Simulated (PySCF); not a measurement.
# SmS: from the state search to spectroscopic constants

The task here is to estimate one member of a computed series from the others.

Program: PySCF 2.14.0. Level of theory: Sm x2c-SVPall, S x2c-SVPall, spin-free X2C with a Gaussian nucleus. These are calculated values, not measurements.

Set-up of the first run:

A driver script around PySCF takes these settings:

- atoms: Sm, S
- charge: 0
- basis: Sm x2c-SVPall, S x2c-SVPall
- Hamiltonian: spin-free X2C with a Gaussian nucleus
- basis functions: 103
- electrons treated: 78
- masses in u: 151.9197, 31.9721
- levels: PBE0, PBE, r²SCAN, revPBE, r²SCANh, CAM-B3LYP, HF, MP2, SCS-MP2
- grid: 80 radial by 434 angular points
- occupations: held fixed by the projection of orbital angular momentum
- dissociation limit: Sm + S, each in its ground configuration
- starting distance in angstrom: 2.314
- values of 2S to try: 4, 6, 8

On the command line:

```bash
OMP_NUM_THREADS=2 python dia.py task.json out
```

Among the steps run: The job; The PBE0 curve of the state that the search chose; Excited determinants; PBE (GGA); r²SCAN; revPBE (GGA); r²SCANh (hybrid meta-GGA); CAM-B3LYP (range-separated hybrid); UHF.

One table of the session follows, with a row left open; its other results are not shown here.

| level | Re (Å) | ωe (cm⁻¹) | De (eV) |
| --- | --- | --- | --- |
| UHF | ? | ? | ? |
| UHF-MP2 | 2.387 | 417 | 3.56 |
| UHF-SCS-MP2 | 2.406 | 411 | 3.24 |
| PBE | 2.386 | 396 | 4.57 |
| revPBE | 2.396 | 391 | 4.42 |
| r²SCAN | 2.380 | 405 | 4.77 |
| r²SCANh | 2.383 | 403 | 4.53 |
| PBE0 | 2.395 | 398 | 4.15 |
| CAM-B3LYP | 2.397 | 400 | 3.73 |

**Question.** Estimate the row for UHF.

**Answer.** Re (Å): 2.457; ωe (cm⁻¹): 403; De (eV): 1.90. In the column «Re (Å)» it is the highest.

De is counted to Sm + S in their ground configurations.

Caveats from the session: The state is the lowest single determinant that the PBE0 search found; with open d or f shells the true ground state can be another one.
